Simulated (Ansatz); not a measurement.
# One shape, several levels: SiNH2F2 (SMILES [NH][SiH](F)F)

Wanted: a comparison of 6 runs (UHF/STO-3G, UHF/def2-SVPD, UB3LYP/6-31G*, U-wB97X/def2-SVPD, UB3LYP/def2-SVPD, USVWN5/def2-SVPD) of SiNH2F2. 

The results are computed with Ansatz 0.2.0.

54 further runs of the same task are left out: 54 set aside as unsound or not needed.

## (1) Starting point

SiNH2F2: 6 atoms, total charge 0, spin state doublet. SMILES: `[NH][SiH](F)F`. The Si2–F3 distance was set to 2.054 Å, away from the relaxed value.

Bond lengths: N1–Si2 1.727 Å, Si2–F4 1.587 Å, N1–H5 1.021 Å, Si2–H6 1.473 Å. Angles: N1–Si2–F4 114.0°, N1–Si2–H6 109.2°, F4–Si2–H6 109.3°, Si2–N1–H5 116.5°. A long bond or contact: Si2–F3 2.054 Å.

## (2) The energy at UHF/STO-3G (run 1)

Input file molecule.yaml:

```yaml
crystal:
  periodic: [false, false, false]
  atoms:
    - {symbol: N, position_ang: [-0.442567, 1.210628, -0.820399]}
    - {symbol: Si, position_ang: [-0.229167, -0.035972, 0.356301]}
    - {symbol: F, position_ang: [1.578700, -0.941400, -0.004700]}
    - {symbol: F, position_ang: [-1.325767, -1.181272, 0.290701]}
    - {symbol: H, position_ang: [-1.394967, 1.365628, -1.153199]}
    - {symbol: H, position_ang: [-0.229967, 0.563028, 1.701601]}
basis:
  gaussian:
    orbitals: STO-3G
magnetization:
  spin_polarized: true
  initial_magnetization: 1
hamiltonian:
  xc: hf
accuracy: high
output: {orbitals: {seedname: orbitals}}
```

On the command line:

```bash
$ ansatz run molecule.yaml --threads 1 --pin off --max-ram 3480MiB --events-out events.jsonl --progress --plain --runs-dir runs
```

Standard output:

```text
Warning: RAYON_NUM_THREADS=1 ignored (pool sized by the plan → 1); use --threads N
Functional definition: HF
  name "HF"
  exchange = exact_x
  correlation = 0
501 factors; integrals over basis functions are off by at most 2.9e-8 eV
mean field evaluation 1: about -14593.8476 eV, gradient 2.0e1 eV
mean field evaluation 2: about -14593.9054 eV, gradient 2.0e1 eV
mean field evaluation 4: about -14598.9686 eV, gradient 1.5e0 eV
mean field evaluation 8: about -14599.0194 eV, gradient 3.8e-1 eV
mean field evaluation 16: about -14599.1850 eV, gradient 7.8e-5 eV
mean field evaluation 32: about -14594.9038 eV, gradient 3.0e0 eV
mean field -14599.18497609 eV, -536.5101521882 hartree, gradient 2.2e-8 eV, S^2 1.054929; 1 other end points of the search recorded, 0 dependent functions left out
reference -14599.18497609 eV, -536.5101521882 hartree; 21, 20 occupied and 5, 6 virtual orbitals, 501 factors
Total energy: -14599.18497609 eV, -536.5101521882 hartree
```

Wall time 0.3 s (1 thread of AMD EPYC 9R45 (Zen 5), shared host).

## (3) A single-point energy at UHF/def2-SVPD (run 2)

Input file job.yaml:

```yaml
crystal:
  periodic: [false, false, false]
  atoms:
    - {symbol: "N", position_ang: [-0.442567, 1.210628, -0.820399]}
    - {symbol: Si, position_ang: [-0.229167, -0.035972, 0.356301]}
    - {symbol: F, position_ang: [1.578700, -0.941400, -0.004700]}
    - {symbol: F, position_ang: [-1.325767, -1.181272, 0.290701]}
    - {symbol: H, position_ang: [-1.394967, 1.365628, -1.153199]}
    - {symbol: H, position_ang: [-0.229967, 0.563028, 1.701601]}
basis:
  gaussian: {orbitals: def2-SVPD}
magnetization: {spin_polarized: true, initial_magnetization: 1}
hamiltonian: {xc: hf}
accuracy: high
output: {orbitals: {seedname: orbitals}}
```

On the command line:

```bash
$ ansatz run job.yaml --threads 1 --pin off --max-ram 3480MiB --events-out events.jsonl --progress --plain --runs-dir runs
```

Standard output:

```text
Warning: RAYON_NUM_THREADS=1 ignored (pool sized by the plan → 1); use --threads N
Functional definition: HF
  name "HF"
  exchange = exact_x
  correlation = 0
2121 factors; integrals over basis functions are off by at most 3.3e-9 eV
mean field evaluation 1: about -14776.4167 eV, gradient 3.0e1 eV
mean field evaluation 2: about -14776.4570 eV, gradient 3.0e1 eV
mean field evaluation 4: about -14780.4959 eV, gradient 2.9e0 eV
mean field evaluation 8: about -14780.6032 eV, gradient 3.5e-1 eV
mean field evaluation 16: about -14780.6140 eV, gradient 2.6e-8 eV
mean field evaluation 32: about -14780.5894 eV, gradient 4.4e-1 eV
mean field evaluation 64: about -14778.0527 eV, gradient 2.2e1 eV
mean field -14780.61400102 eV, -543.1775458775 hartree, gradient 2.5e-8 eV, S^2 0.758644; 2 other end points of the search recorded, 0 dependent functions left out
reference -14780.61400102 eV, -543.1775458775 hartree; 21, 20 occupied and 85, 86 virtual orbitals, 2121 factors
Total energy: -14780.61400102 eV, -543.1775458775 hartree
```

Wall time 4.8 s (1 thread of AMD EPYC 9R45 (Zen 5), shared host); peak memory 0.38 GiB.

Runs 3 to 5 aren't shown in full; the table further down has their settings and results.

## (4) A single-point energy at USVWN5/def2-SVPD (run 6)

molecule.yaml: that of step 2 with these lines changed.

```diff
@@ -3,3 +3,3 @@
   atoms:
-    - {symbol: N, position_ang: [-0.442567, 1.210628, -0.820399]}
+    - {symbol: "N", position_ang: [-0.442567, 1.210628, -0.820399]}
     - {symbol: Si, position_ang: [-0.229167, -0.035972, 0.356301]}
@@ -11,3 +11,3 @@
   gaussian:
-    orbitals: STO-3G
+    orbitals: def2-SVPD
 magnetization:
@@ -16,4 +16,5 @@
 hamiltonian:
-  xc: hf
+  xc: {name: SVWN5}
 accuracy: high
-output: {orbitals: {seedname: orbitals}}
+output:
+  orbitals: {seedname: orbitals}
```

On the command line:

```bash
$ ansatz run molecule.yaml --threads 1 --pin off --max-ram 3480MiB --events-out events.jsonl --progress --plain --runs-dir runs
```

Standard output:

```text
Warning: RAYON_NUM_THREADS=1 ignored (pool sized by the plan → 1); use --threads N
Functional definition: SVWN5
  name "SVWN5"
  exchange = slater_x
  correlation = vwn5_c
2121 factors; integrals over basis functions are off by at most 3.3e-9 eV
mean field evaluation 1: about -14741.4378 eV, gradient 4.3e1 eV
mean field evaluation 2: about -14696.6547 eV, gradient 1.2e2 eV
mean field evaluation 4: about -14748.0234 eV, gradient 1.1e1 eV
mean field evaluation 8: about -14748.4989 eV, gradient 3.4e-1 eV
mean field evaluation 16: about -14748.4994 eV, gradient 1.1e-4 eV
mean field evaluation 32: about -14748.4925 eV, gradient 1.1e0 eV
mean field -14748.49936039 eV, -541.9973546022 hartree, gradient 2.7e-8 eV, S^2 0.752560; 5 other end points of the search recorded, 0 dependent functions left out
reference -14748.49936402 eV, -541.9973547357 hartree; 21, 20 occupied and 85, 86 virtual orbitals, 2121 factors
Total energy: -14748.49936402 eV, -541.9973547357 hartree
```

Wall time 3.9 s (1 thread of AMD EPYC 9R45 (Zen 5), shared host); peak memory 0.34 GiB.

## (5) The series

| run | level | energy (Eh) | HOMO energy (eV) | LUMO energy (eV) | ⟨S²⟩ | wall time |
| --- | --- | --- | --- | --- | --- | --- |
| 1 | UHF/STO-3G | -536.510152 | -7.83 | 7.56 | 1.055 | 0.3 s |
| 2 | UHF/def2-SVPD | -543.177546 | -13.24 | 0.16 | 0.759 | 4.8 s |
| 3 | UB3LYP/6-31G* (spherical functions) | -545.124805 | -8.66 | -4.83 | 0.753 | 4.2 s |
| 4 | U-wB97X/def2-SVPD | -544.810328 | -12.00 | -2.73 | 0.754 | 34 s |
| 5 | UB3LYP/def2-SVPD | -544.898047 | -9.18 | -5.40 | 0.753 | 8.1 s |
| 6 | USVWN5/def2-SVPD | -541.997355 | -7.89 | -7.00 | 0.753 | 3.9 s |

## (6) Summary of results

| quantity | value |
| --- | --- |
| run 6: total energy | -541.99735 Eh |
| run 6: HOMO energy (highest over α and β) | -7.89 eV |
| run 6: LUMO energy (lowest over α and β) | -7.00 eV |
| run 6: ⟨S²⟩ | 0.753 |

Totals of different functionals can't be ranked against each other. In run 1 the basis is minimal, so the values are rough. Spin contamination of the reference: run 1 ⟨S²⟩ = 1.05. All runs together took 55 s, the longest 34 s.
